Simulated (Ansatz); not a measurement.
# Ta16F: the cost of one run

Program: Ansatz 0.2.0. Level of theory: DFT PBE, plane waves, PAW, scalar-relativistic, no spin polarisation. These are calculated values, not measurements.

## (1) The system as given

The cell holds 17 atoms (FTa16): a = 6.620 Å, b = 6.620 Å, c = 6.620 Å, α = 90.00°, β = 90.00°, γ = 90.00°.

Structure file:

```
Ta F
1.0
     6.62000    0.00000    0.00000
     0.00000    6.62000    0.00000
     0.00000    0.00000    6.62000
Ta F
16 1
Direct
  0.00000 0.00000 0.00000
  0.50000 0.00000 0.00000
  0.00000 0.50000 0.00000
  0.00000 0.00000 0.50000
  0.25000 0.25000 0.25000
  0.50000 0.50000 0.00000
  0.50000 0.00000 0.50000
  0.75000 0.25000 0.25000
  0.00000 0.50000 0.50000
  0.25000 0.75000 0.25000
  0.25000 0.25000 0.75000
  0.50000 0.50000 0.50000
  0.75000 0.75000 0.25000
  0.75000 0.25000 0.75000
  0.25000 0.75000 0.75000
  0.75000 0.75000 0.75000
  0.86763 0.99189 0.23890
```

## (2) Relaxing end A

input.yaml reads:

```yaml
crystal:
  lattice:
    - [6.62, 0.0, 0.0]
    - [0.0, 6.62, 0.0]
    - [0.0, 0.0, 6.62]
  atoms:
    - { symbol: Ta, position: [0.0, 0.0, 0.0] }
    - { symbol: Ta, position: [0.5, 0.0, 0.0] }
    - { symbol: Ta, position: [0.0, 0.5, 0.0] }
    - { symbol: Ta, position: [0.0, 0.0, 0.5] }
    - { symbol: Ta, position: [0.25, 0.25, 0.25] }
    - { symbol: Ta, position: [0.5, 0.5, 0.0] }
    - { symbol: Ta, position: [0.5, 0.0, 0.5] }
    - { symbol: Ta, position: [0.75, 0.25, 0.25] }
    - { symbol: Ta, position: [0.0, 0.5, 0.5] }
    - { symbol: Ta, position: [0.25, 0.75, 0.25] }
    - { symbol: Ta, position: [0.25, 0.25, 0.75] }
    - { symbol: Ta, position: [0.5, 0.5, 0.5] }
    - { symbol: Ta, position: [0.75, 0.75, 0.25] }
    - { symbol: Ta, position: [0.75, 0.25, 0.75] }
    - { symbol: Ta, position: [0.25, 0.75, 0.75] }
    - { symbol: Ta, position: [0.75, 0.75, 0.75] }
    - { symbol: F, position: [0.8676295, -0.0081134, 0.2388974] }
basis:
  ecutwfc: 420.0
kpoints:
  mp_grid: { grid: [3, 3, 3] }
hamiltonian:
  xc: pbe
scf:
  occupations: { method: gaussian, width: 0.1 }
  lower_state_search: "off"
relax:
  f_tol: 0.03
  max_steps: 60
  adjacent_minimum: "off"
```

Started as:

```
> ansatz run input.yaml --threads 4 --pin off --max-ram 10240MiB --backend cpu --events-out ev --progress --plain --runs-dir out
```

What time and memory should one allow on 4 threads of Intel Xeon 6975P-C (Granite Rapids), shared host?

About 51 s, with a peak of 1.2 GiB.
